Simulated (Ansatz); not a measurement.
# SrFeO3: the cost of one run

Computed with Ansatz 0.2.0 through its Python package. Level of theory: DFT PBEsol+U, plane waves, PAW.

## Step 1: Starting point

It takes space group Pm-3m (No. 221, cubic). The conventional cell has a = 3.829 Å, b = 3.829 Å, c = 3.829 Å, α = 90.00°, β = 90.00°, γ = 90.00°. Sr (site symmetry m-3m) has 12 O at 2.71 Å in its first shell of neighbours. Around Fe (site symmetry m-3m) lie 6 O at 1.91 Å. Around O (site symmetry 4/mmm) lie 2 Fe at 1.91 Å and 4 Sr at 2.71 Å.

No structure file is read: the coordinates are typed or built in the script.

## Step 2: The code

Input file plus_u.py:

```python
'''DFT+U scan for SrFeO3.'''

import warnings

import ansatz
import numpy as np


def count_gap(report):
    # lowest empty less highest filled band, counting bands; zero where they overlap
    return max(report.get('gap_by_band_count_ev') or 0.0, 0.0)


def main() -> None:
    warnings.simplefilter('ignore', ansatz.DeckWarning)

    cell = (
        ansatz.Lattice.of((3.828814, 0.0, 0.0), (0.0, 3.828814, 0.0), (0.0, 0.0, 3.828814))
        .atom('Sr', (0.0, 0.0, 0.0))
        .atom('Fe', (0.5, 0.5, 0.5))
        .atom('O', (0.0, 0.5, 0.5))
        .atom('O', (0.5, 0.0, 0.5))
        .atom('O', (0.5, 0.5, 0.0))
        .moments(Fe=3.5)
    )

    base = (
        cell.calculation()
        .spin('collinear')  # two spin channels
        .occupations('Fermi-Dirac', width=0.1)
        .kpoints(length=23)  # sampling of the Brillouin zone
        .functional('pbesol')
        .band_table()
    )
    rows = []
    for u in [0.0, 1.5, 3.0, 4.5, 6.0]:
        report = base.hubbard('Fe', 'd', u_eff=u).run().report
        shell = report['hubbard']['n_scf']
        rows.append((u, count_gap(report), sum(shell) / len(shell), max(abs(m) for m in report['site_moments_mub']), report['n_iterations']))
    print('      U_eff eV  gap by band count eV  Fe d occupation (projector)  largest moment muB      iterations')
    for row in rows:
        print(f'{str(row[0]):>14s}  {row[1]:20.3f}  {row[2]:27.4f}  {row[3]:18.3f}  {row[4]:14d}')


if __name__ == '__main__':
    main()
```

## Step 3: The input behind the calls

The package turns the script's settings into the engine's input (first run):

```yaml
crystal:
  lattice:
    - [3.828814, 0.0, 0.0]
    - [0.0, 3.828814, 0.0]
    - [0.0, 0.0, 3.828814]
  atoms:
    - { symbol: Sr, position: [0.0, 0.0, 0.0] }
    - { symbol: Fe, position: [0.5, 0.5, 0.5] }
    - { symbol: O, position: [0.0, 0.5, 0.5] }
    - { symbol: O, position: [0.5, 0.0, 0.5] }
    - { symbol: O, position: [0.5, 0.5, 0.0] }
kpoints:
  mp_grid:
    grid: [6, 6, 6]
hamiltonian:
  xc: pbesol
  hubbard:
    - { species: Fe, l: d, u_eff: 0.0 }
magnetization:
  spin_polarized: true
  per_species:
    Fe: 3.5
scf:
  occupations:
    method: fermi_dirac
    width: 0.1
output:
  eigenvalues: true
```

## Step 4: The run

Started as:

```sh
> python plus_u.py
```

What time and memory should one allow on 1 thread of AMD EPYC 9R45 (Zen 5), shared host?

About 65 s, with a peak of 0.94 GiB.
